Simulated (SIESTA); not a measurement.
This SIESTA 5.4.2 run on Si needs a look.

Contents of Si.fdf:

```
SystemName                      Si
SystemLabel                     Si
NumberOfSpecies                 1
NumberOfAtoms                   1
%block ChemicalSpeciesLabel
  1  14 Si
%endblock ChemicalSpeciesLabel
%include structure.fdf

%block kgrid.MonkhorstPack
   11   0   0  0.0
    0  11   0  0.0
    0   0   1  0.0
%endblock kgrid.MonkhorstPack
XC.Functional                   LDA
XC.Authors                      PBE
PAO.BasisSize                   DZP
PAO.EnergyShift                 0.003 Ry
Mesh.Cutoff                     500 Ry
OccupationFunction              FD
ElectronicTemperature           0.05 eV
Slab.DipoleCorrection           vacuum
MaxSCFIterations                75
SCF.MustConverge                false
SCF.Mixer.Method                Pulay
SCF.Mixer.Weight                0.25
SCF.Mixer.History               8
SCF.DM.Tolerance                5.0e-05
SCF.H.Tolerance                 1.0e-03 eV
WriteForces                     true
Charge.Mulliken                 end
```

structure.fdf

```
LatticeConstant                 1.0 Ang
%block LatticeVectors
     2.3993200000     0.0000000000     0.0000000000
     0.0000000000     2.4179400000     0.0000000000
     0.0000000000     0.0000000000    23.8000000000
%endblock LatticeVectors
AtomicCoordinatesFormat         Fractional
%block AtomicCoordinatesAndAtomicSpecies
     0.5000000000     0.5000000000     0.2941200000  1  Si
%endblock AtomicCoordinatesAndAtomicSpecies
```

Potentials or basis: PseudoDojo 0.4 standard (PBE files), DZP (energy shift 0.003 Ry).

Run with:

```console
$ siesta < Si.fdf > Si.out 2>&1
```

Si.out:

```text
Version         : 5.4.2

                           ***********************
                           *  WELCOME TO SIESTA  *
                           ***********************

 NOTE: Siesta V5 introduces some new defaults for basis-set generation
 NOTE: which might lead to slightly different numerical results.
 NOTE: Please see the manual for full details and compatibility measures.

[... 102 lines left out ...]
read_vps: ONCVPSP (concvpsp
Valence charge in pseudo generation:    4.00000

read_vps: Pseudopotential includes a core correction:
read_vps: Pseudo-core for xc-correction

xc_check: Exchange-correlation functional:
xc_check: LDA PBE
xc_check: WARNING: Pseudopotential generated with GGA PBE functional
LDAXC: Unknown author PBE
Stopping Program from Node:    0
LDAXC: Unknown author PBE
Stopping Program from Node:    0
```

Q: What happened, and what is wrong with the input?

A: The program refused the input. The input holds a flaw that was put in on purpose: functional and authors of different families (XC.Mix = left out; XC.Functional = LDA; XC.Authors = PBE).

A sound run on the same cell differs in these lines of the main input:
```diff
@@ -15 +15 @@
-XC.Functional                   LDA
+XC.Functional                   GGA
@@ -23 +23 @@
-MaxSCFIterations                75
+MaxSCFIterations                120
```
